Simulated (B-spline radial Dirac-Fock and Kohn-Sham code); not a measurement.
**Inner shells of Cd**

Aim: for the Cd atom, compute its X-ray form factor and Compton profile, the binding energy of each subshell and how cheaper methods do for the levels.

Program: B-spline radial Dirac-Fock and Kohn-Sham code, version 2. Model: a free atom or ion on a radial basis; each step names its model. All values are calculated, but those marked as tabulated.

## (1) What is computed

The Cd atom, configuration [Kr] 4d10 5s1 5p1 (an excited configuration).

```
nuclear charge     : 48
electrons          : 48
mass number        : 114
nuclear rms radius : 4.6087 fm
```

Outer shells as boxes (Hund's rule, for the drawing alone; heavy ions are jj-coupled, and the calculation averages over the configuration):

```
[Kr] core
4d [↑↓][↑↓][↑↓][↑↓][↑↓]
5s [↑ ]
5p [↑ ][  ][  ]
```

## (2) Scattering by the electron cloud

Model: Dirac-Fock average of configuration, finite nucleus; form factor of the spherical density, Waller-Hartree incoherent function, impulse-approximation Compton profiles.

The run's settings:

```ini
task = scatter
Z = 48
charge = 0
configuration = 1s2 2s2 2p6 3s2 3p6 3d10 4s2 4p6 4d10 5s1 5p1
mass_number = 114
rms_radius = 4.6087  # fm
s = [0.0, 0.05, 0.1, 0.15, 0.2, 0.25, 0.3, 0.35, 0.4, 0.45, 0.5, 0.6, 0.7, 0.8, 0.9, 1.0, 1.1, 1.2, 1.4, 1.6, 1.8, 2.0, 2.5, 3.0, 3.5, 4.0, 5.0, 6.0]  # 1/A
pz = [0, 0.1, 0.14, 0.2, 0.28, 0.4, 0.57, 0.8, 1.1, 1.6, 2.3, 3.2, 4.6, 6.5, 9.1, 13.0, 18.0, 26.0, 37.0, 52.0, 74.0]  # a.u.
photon_energy = [1000, 5000, 8047.8, 10000, 30000, 50000, 200000, 1000000]  # eV
```

The program writes no log. Results of the run, from its result record (rounded, main fields):

```text
{
  "status": "converged",
  "form_factor [e]": [48.0, 46.949, 44.591, 41.825, 38.935, 36.054, 33.298, 30.757, 28.483, 26.493, 24.777, 22.053, 20.02, 18.403, 17.001, 15.701, 14.454, 13.254, 11.06, 9.247, 7.8657, 6.8704, 5.4614, 4.6654, 3.977, 3.329, 2.3038, 1.6974],
  "incoherent": [-3.469e-12, 1.3646, 3.7079, 5.9677, 8.0774, 10.03, 11.839, 13.531, 15.141, 16.689, 18.18, 20.956, 23.381, 25.42, 27.12, 28.562, 29.824, 30.959, 32.961, 34.684, 36.169, 37.448, 39.94, 41.724, 43.048, 44.039, 45.327, 46.056],
  "compton_total [1/a.u.]": [8.6481, 8.5364, 8.4228, 8.1757, 7.7395, 7.0461, 6.339, 5.8445, 5.3505, 4.3091, 2.9319, 1.93, 1.3246, 0.89107, 0.51168, 0.25056, 0.11967, 0.046002, 0.016633, 0.0055268, 0.001469],
  "shells": ["1s1/2", "2s1/2", "2p1/2", "2p3/2", "3s1/2", "3p1/2", "3p3/2", "3d3/2", "3d5/2", "4s1/2", "4p1/2", "4p3/2", "4d3/2", "4d5/2", "5s1/2", "5p1/2", "5p3/2"],
  "occupation": [2.0, 2.0, 2.0, 4.0, 2.0, 2.0, 4.0, 4.0, 6.0, 2.0, 2.0, 4.0, 4.0, 6.0, 1.0, 0.33333, 0.66667],
  "mean_momentum [a.u.]": [43.651, 15.362, 20.588, 19.666, 7.3395, 8.7664, 8.4978, 10.067, 9.9644, 3.2081, 3.5014, 3.3931, 3.154, 3.1039, 0.76202, 0.61351, 0.59002],
  "r2 [bohr^2]": 62.77,
  "r_inverse [1/bohr]": 282.74,
  "r1 [bohr]": 34.712,
  "coherent [b]": [1452.2, 856.69, 585.15, 479.33, 123.38, 56.96, 4.9986, 0.22102],
  "incoherent_cross_section [b]": [1.0416, 6.6853, 9.9407, 11.653, 19.339, 21.311, 18.657, 10.089],
  "radial_jk": {
    "5p": {"j0": [1.0, 0.6594, 0.18749, -0.0043835, -0.032791, -0.019027, -0.0039357, 0.0048582, 0.0082773, 0.0084447, 0.0070295, 0.003184, 0.00044578, -0.00072523, -0.00081914, -0.00040201, 0.00013133, 0.00057142, 0.00094557, 0.00080639, 0.00048695, 0.00020192, -5.2811e-05, 4.1595e-05, 0.00014471, 0.00017799, 0.00012761, 5.9926e-05], "j2": [0.0, 0.12358, 0.21958, 0.16592, 0.085438, 0.033117, 0.0076323, -0.0020799, -0.0041055, -0.0029682, -0.00092562, 0.002444, 0.0036936, 0.0034057, 0.0024522, 0.0014228, 0.00060448, 8.0414e-05, -0.00023013, -2.9733e-05, 0.0002502, 0.00042536, 0.0003816, 0.00014339, 9.2134e-06, -1.9587e-05, 3.0288e-05, 6.9296e-05], "r2": 22.891, "r4": 939.31, "r6": 62384.0}
  }
}
```

Form factor and incoherent function, every second point:

```
s (1/Å)  f (e)  f / N   S(s)
      0  48.00  1.000      0
  0.100  44.59  0.929  3.708
  0.200  38.94  0.811  8.077
  0.300  33.30  0.694  11.84
  0.400  28.48  0.593  15.14
  0.500  24.78  0.516  18.18
  0.700  20.02  0.417  23.38
  0.900  17.00  0.354  27.12
   1.10  14.45  0.301  29.82
   1.40  11.06  0.230  32.96
   1.80  7.866  0.164  36.17
   2.50  5.461  0.114  39.94
   3.50  3.977  0.083  43.05
   5.00  2.304  0.048  45.33
```

## (3) Core and valence levels

Model: Dirac-Fock average of configuration, Delta-SCF, finite nucleus, first-order Breit with its frequency dependence, self-energy and vacuum polarisation.

Settings, as recorded:

```ini
task = binding
```

The program writes no log. Results of the run, from its result record (rounded, main fields):

```text
{
  "status": "converged",
  "shells": ["K", "L1", "L2", "L3", "M1", "M2", "M3", "M4", "M5", "N1", "N2", "N3", "N4", "N5", "O1", "O2,3"],
  "total_energy_parts [Ha]": [-5593.19948, 4.27602748, -0.433953986, -0.0344963245, 2.89008368, -0.357742307],
  "koopmans [eV]": [26869.3, 4078.23, 3784.87, 3591.47, 799.748, 680.947, 645.326, 437.3, 430.153, 131.033, 90.9595, 84.8498, 22.0139, 21.2133, 9.75578, 4.18192],
  "dirac_coulomb [eV]": [26803.6, 4042.36, 3745.73, 3553.39, 783.796, 664.618, 629.433, 420.096, 413.132, "-", 85.9155, 80.0537, 18.4467, 17.7385, 9.26712, 4.09663],
  "gaunt [eV]": [-60.5104, -5.31937, -9.62711, -6.89346, -0.693181, -1.38575, -0.890458, -0.34525, -0.128713, "-", -0.186927, -0.101793, 0.00281779, 0.0263496, -0.0048986, -0.00344665],
  "retardation [eV]": [4.3106, 0.329005, 1.07255, 1.07091, 0.0275959, 0.150699, 0.150416, 0.0161497, 0.0157777, "-", 0.0212978, 0.0211453, -0.0024656, -0.00241166, -0.00012264, 0.000663327],
  "breit_frequency [eV]": [0.415779, -0.0430306, -0.00159845, 0.180354, -0.0101595, -0.0066195, 0.0298427, -0.00515954, -0.00224606, "-", -0.00135908, 0.00482264, -0.000618401, -0.0003168, -0.000163177, 0.000113253],
  "self_energy [eV]": [-32.3368, -3.89793, 0.300047, -0.0660943, -0.76554, 0.0574023, -0.0079285, 0.0709623, 0.0493246, "-", 0.0127241, 0.00166326, 0.00994927, 0.00756767, -0.0108252, 0.0012273],
  "vacuum_polarisation [eV]": [4.1355, 0.46215, -0.015641, -0.0267889, 0.0879034, -0.00400346, -0.00636792, -0.00589093, -0.00577311, "-", -0.000944271, -0.00134524, -0.000873648, -0.000849523, 0.00125066, -0.000162387],
  "binding [eV]": [26719.6, 4033.9, 3737.46, 3547.65, 782.443, 663.43, 628.708, 419.827, 413.06, "-", 85.7603, 79.9782, 18.4555, 17.7688, 9.25236, 4.09503],
  "mean_radius [bohr]": [0.0303899, 0.131057, 0.111323, 0.11645, 0.356107, 0.348126, 0.358712, 0.331545, 0.334993, 0.885981, 0.947418, 0.975978, 1.2478, 1.26698, 2.94457, 4.46299]
}
```

total_energy_parts: Dirac-Coulomb, Gaunt, retardation, frequency dependence, self-energy, vacuum polarisation. Blank entries are hole states that did not converge, or in which two open shells of one symmetry are about equally filled, where the average of configuration falls too low.

Each level as Koopmans' value plus corrections (eV):

```
level       -ε  relaxation   Breit     QED  binding
   1s  26869.3      -65.70  -55.78  -28.20  26719.6
   2s   4078.2      -35.86   -5.03   -3.44   4033.9
2p1/2   3784.9      -39.14   -8.56    0.28   3737.5
2p3/2   3591.5      -38.09   -5.64   -0.09   3547.7
   3s    799.7      -15.95   -0.68   -0.68    782.4
3p1/2    680.9      -16.33   -1.24    0.05    663.4
3p3/2    645.3      -15.89   -0.71   -0.01    628.7
3d3/2    437.3      -17.20   -0.33    0.07    419.8
3d5/2    430.2      -17.02   -0.12    0.04    413.1
4p1/2    90.96       -5.04   -0.17    0.01    85.76
4p3/2    84.85       -4.80   -0.08    0.00    79.98
4d3/2    22.01       -3.57    0.00    0.01    18.46
4d5/2    21.21       -3.47    0.02    0.01    17.77
   5s     9.76       -0.49   -0.01   -0.01     9.25
   5p     4.18       -0.09    0.00    0.00     4.10
```

X-ray lines as differences of these levels:

```
        line  energy (eV)
 Kβ2' (K-N3)      26639.6
Kβ2'' (K-N2)      26633.9
  Kβ1 (K-M3)      26090.9
  Kβ3 (K-M2)      26056.2
  Kα1 (K-L3)      23172.0
  Kα2 (K-L2)      22982.2
 Lγ3 (L1-N3)       3953.9
 Lγ2 (L1-N2)       3948.1
 Lγ1 (L2-N4)       3719.0
 Lβ7 (L3-O1)       3538.4
 Lβ2 (L3-N5)       3529.9
Lβ15 (L3-N4)       3529.2
 Lβ3 (L1-M3)       3405.2
 Lβ4 (L1-M2)       3370.5
```

## (4) The levels by Dirac LDA

Model: Dirac-Kohn-Sham LDA (Slater exchange, VWN correlation), finite nucleus, spherical and without spin polarisation.

The run's settings:

```ini
task = binding-ladder
method = lda,vwn
relativity = dirac
```

The program writes no log. Results of the run, from its result record (rounded, main fields):

```text
{
  "status": "converged",
  "shells": ["K", "L1", "L2", "L3", "M1", "M2", "M3", "M4", "M5", "N1", "N2", "N3", "N4", "N5", "O1", "O2,3"],
  "minus_eigenvalue [eV]": [26477.7, 3932.45, 3663.32, 3471.14, 734.022, 625.996, 591.677, 399.697, 392.715, 107.713, 72.9735, 67.0733, 14.2129, 13.5053, 7.21376, 2.25975],
  "delta_scf [eV]": [26795.3, 3986.26, 3730.82, 3534.78, 751.232, 643.703, 608.793, 418.548, 411.36, 115.135, 80.1143, 74.0792, 20.2502, 19.4909, 10.7379, 4.84051],
  "total_energy [Ha]": -5590.7082,
  "dirac_fock_binding [eV]": [26719.6, 4033.9, 3737.46, 3547.65, 782.443, 663.43, 628.708, 419.827, 413.06, "-", 85.7603, 79.9782, 18.4555, 17.7688, 9.25236, 4.09503]
}
```

Against the Dirac-Fock value with Breit and QED (eV):

```
level       -ε    miss     ΔSCF   miss  Dirac-Fock
    K  26477.7  -241.9  26795.3  +75.7     26719.6
   L1   3932.4  -101.4   3986.3  -47.6      4033.9
   L2   3663.3   -74.1   3730.8   -6.6      3737.5
   L3   3471.1   -76.5   3534.8  -12.9      3547.7
   M1    734.0   -48.4    751.2  -31.2       782.4
   M2    626.0   -37.4    643.7  -19.7       663.4
   M3    591.7   -37.0    608.8  -19.9       628.7
   M4    399.7   -20.1    418.5   -1.3       419.8
   M5    392.7   -20.3    411.4   -1.7       413.1
   N2    72.97   -12.8    80.11   -5.6       85.76
   N3    67.07   -12.9    74.08   -5.9       79.98
   N4    14.21    -4.2    20.25   +1.8       18.46
   N5    13.51    -4.3    19.49   +1.7       17.77
   O1     7.21    -2.0    10.74   +1.5        9.25
 O2,3     2.26    -1.8     4.84   +0.7        4.10
```

## (5) Cost and miss of the cheaper method

| method | level | eigenvalue miss (%) | ΔSCF miss (%) | time |
| --- | --- | --- | --- | --- |
| Dirac LDA | K | -0.91 | +0.28 | 9.3 s |
| Dirac-Fock + Breit + QED | all | - | reference | 14 s |

Times cover the ground state and all hole states of a step, on one thread of a shared host; states solved in an earlier step are reused, and a first call can include compiling.

## (6) Results

| quantity | value |
| --- | --- |
| rms radius of the electron cloud | 1.14 bohr |
| form factor halves at | 0.53 1/Å |
| Compton profile at zero | 8.648 1/a.u. |
| deepest level listed, K (1s) | 26719.6 eV |
| least bound, O2,3 (5p) | 4.10 eV |
| Kα1 | 23172.0 eV |
| Dirac LDA, K: eigenvalue / ΔSCF | 26477.7 / 26795.3 eV |

The form factor starts at the 48 electrons and halves by s = 0.53 1/Å. Incoherent scattering outweighs coherent from 200 keV on, among the energies asked. The K (1s) level lies 65.7 eV under Koopmans' value by relaxation alone; Breit gives -55.78 and QED -28.20 eV. Dirac LDA misses the K level by -0.9 % with its eigenvalue and by +0.3 % with ΔSCF, so total-energy differences mend most of the error. The Hartree-Fock and Dirac-Fock values hold no electron correlation.
